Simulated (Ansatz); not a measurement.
# BClH4OSeSi: the cost of one run

The runs use Ansatz 0.2.0; RKS B3LYP-D4/def2-SVP.

## (1) The system as given

SMILES `BO[SiH](Cl)[SeH]`, 9 atoms, charge 0, spin multiplicity 1.

Atoms are counted from 1 here; the program's logs count them from 0.

Bond lengths: B1–O2 1.361 Å, B1–H6 1.218 Å, B1–H7 1.223 Å, O2–Si3 1.689 Å, Si3–Cl4 2.071 Å, Si3–Se5 2.281 Å, Si3–H8 1.491 Å, Se5–H9 1.487 Å. Angles: O2–B1–H6 117.1°, O2–B1–H7 120.6°, H6–B1–H7 122.3°, B1–O2–Si3 135.0°, O2–Si3–Cl4 105.4°, O2–Si3–Se5 114.3°, O2–Si3–H8 107.3°, Cl4–Si3–Se5 112.1°, Cl4–Si3–H8 110.2°, Se5–Si3–H8 107.4°, Si3–Se5–H9 91.7°.

Geometry (Å):

```xyz
9
charge 0, multiplicity 1
B    -0.0966    1.3914    1.0600
O    -0.6845    0.1889    0.8162
Si   -0.4877   -1.0251   -0.3419
Cl    0.5798   -2.5230    0.6096
Se    0.5280   -0.3342   -2.2640
H    -0.4754    2.0056    2.0415
H     0.7725    1.8213    0.3150
H    -1.8481   -1.5136   -0.7078
H     1.8004   -0.0574   -1.5457
```

This geometry comes from a loose relaxation at PBE in a small basis, which is not shown.

## (3) Plan of the scan

- dihedral O2–Si3–Se5–H9: 15 values from −180 to 156 °, periodic
- dihedral B1–O2–Si3–Se5: 15 values from −180 to 156 °, periodic

Nothing else is relaxed (all other coordinates rigid). Energies count from the relaxed molecule at the same level. Points are written as (first, second).

(The set-up runs are not shown.)

## (4) The run at (84°, −60°)

The input, input.yaml:

```yaml
crystal:
  periodic: [false, false, false]
  atoms:
    - { symbol: B, position_ang: [-0.083229, 1.367013, 1.084948] }
    - { symbol: O, position_ang: [-0.755965, 0.251318, 0.717166] }
    - { symbol: Si, position_ang: [-0.505515, -1.008654, -0.352936] }
    - { symbol: Cl, position_ang: [1.185344, -2.001101, 0.305793] }
    - { symbol: Se, position_ang: [-0.300555, -0.331137, -2.519426] }
    - { symbol: H, position_ang: [-0.558784, 2.047313, 1.961289] }
    - { symbol: H, position_ang: [0.961123, 1.660248, 0.544675] }
    - { symbol: H, position_ang: [-1.681733, -1.897614, -0.275901] }
    - { symbol: H, position_ang: [1.135459, -0.02964, -2.357906] }
basis:
  gaussian: { orbitals: def2-SVP }
hamiltonian:
  xc: { name: B3LYP }
  dispersion: d4
output:
  forces: true
```

Command:

```
> ansatz run input.yaml --threads 1 --pin off --max-ram 2560MiB --backend cpu --events-out ev --progress --plain --runs-dir out
```

**Question.** How long does this run take on 1 thread of Intel Xeon Platinum 8375C at 2.90GHz (Ice Lake), shared host, and how much memory does it need?

About 5.5 s, with a peak of 0.28 GiB.
